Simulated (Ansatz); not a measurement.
**MnF2 (P4_2/mnm): equation of state**

One table from this session's results is given with a row withheld; the runs are named, their logs left out.

Method: DFT r²SCAN, scalar-relativistic, plane waves, PAW, in Ansatz 0.2.0.

## Starting point

Symmetry: P4_2/mnm, No. 136, tetragonal system. The conventional cell has a = 4.868 Å, b = 4.868 Å, c = 3.293 Å, α = 90.00°, β = 90.00°, γ = 90.00°. Around Mn (site symmetry mmm) lie 6 F at 2.09 to 2.13 Å. F (site symmetry m2m) has 3 Mn at 2.09 to 2.13 Å as nearest neighbours.

As a file:

```
Mn F
1.0
     4.86835    0.00000    0.00000
     0.00000    4.86835    0.00000
     0.00000    0.00000    3.29299
Mn F
2 4
Direct
  0.00000 0.00000 0.00000
  0.50000 0.50000 0.50000
  0.30380 0.30380 0.00000
  0.19620 0.80380 0.50000
  0.69620 0.69620 0.00000
  0.80380 0.19620 0.50000
```

This cell comes from an earlier session at r²SCAN: 13.008 Å³/atom at -0.02 GPa, on a 6×6×8 mesh. The large moments point both ways and cancel.

Volume factors to run: 0.980, 1.020, 0.960, 1.040.

Set-up of the first run:

Contents of input.yaml:

```yaml
crystal:
  lattice:
    - [4.8356707675, -1.506e-07, 0.0]
    - [-1.506e-07, 4.8356707675, 0.0]
    - [0.0, 0.0, 3.2708924828]
  atoms:
    - { symbol: Mn, position: [0.0, 0.0, 0.0], spin: 4.64 }
    - { symbol: Mn, position: [0.5, 0.5, 0.5], spin: -4.64 }
    - { symbol: F, position: [0.3037955892, 0.3037955892, 0.0] }
    - { symbol: F, position: [0.1962044116, 0.8037955884, 0.5] }
    - { symbol: F, position: [0.6962044108, 0.6962044108, 0.0] }
    - { symbol: F, position: [0.8037955884, 0.1962044116, 0.5] }
basis:
  ecutwfc: 500
  ecutrho_ratio: 4
kpoints:
  mp_grid: { grid: [6, 6, 8] }
hamiltonian:
  xc: r2scan
scf:
  occupations: { method: gaussian, width: 0.05 }
output:
  forces: true
  stress: true
  eigenvalues: true
  populations: true
magnetization:
  spin_polarized: true
relax:
  f_tol: 0.01
  max_steps: 40
  cell: { stress_tol: 0.1, fix: [volume] }
```

Started as:

```
> ansatz run input.yaml --threads 4 --pin off --max-ram 10240MiB --backend cpu --events-out ev --progress --plain --runs-dir out
```

Steps of the session up to this table: Volume × 0.980; Volume × 1.020; Volume × 0.960; Volume × 1.040.

One of the session's tables, all rows but one given; the rest of the session is left out.

It belongs to the step «Energy and pressure against volume». 

```
volume (Å³/atom)  energy (meV/atom)  pressure (GPa)  gap (eV)  moment of atom 1 (μB)
          12.487               6.69            4.29      2.92                   4.17
          12.748                  ?               ?         ?                      ?
          13.008               0.00           -0.02      3.00                   4.22
          13.268               1.53           -1.83      3.00                   4.24
          13.528               5.85           -3.43      3.00                   4.26
```

Q: Estimate the row for volume (Å³/atom) = 12.748 from the others.

Worked estimate for «energy (meV/atom)». A straight line through the neighbours (12.487, 6.69) and (13.008, 0.00) gives 6.69 + (0.00 − 6.69) × (12.748 − 12.487) / (13.008 − 12.487) = 3.34; a parabola fitted to 3 rows on both sides gives 1.71.

As computed: energy (meV/atom): 1.59; pressure (GPa): 2.01; gap (eV): 2.96; moment of atom 1 (μB): 4.19. In «energy (meV/atom)» the line misses by +1.75 and the parabola by +0.12.

To keep in mind: Warnings in the runs' records: stability check not made.
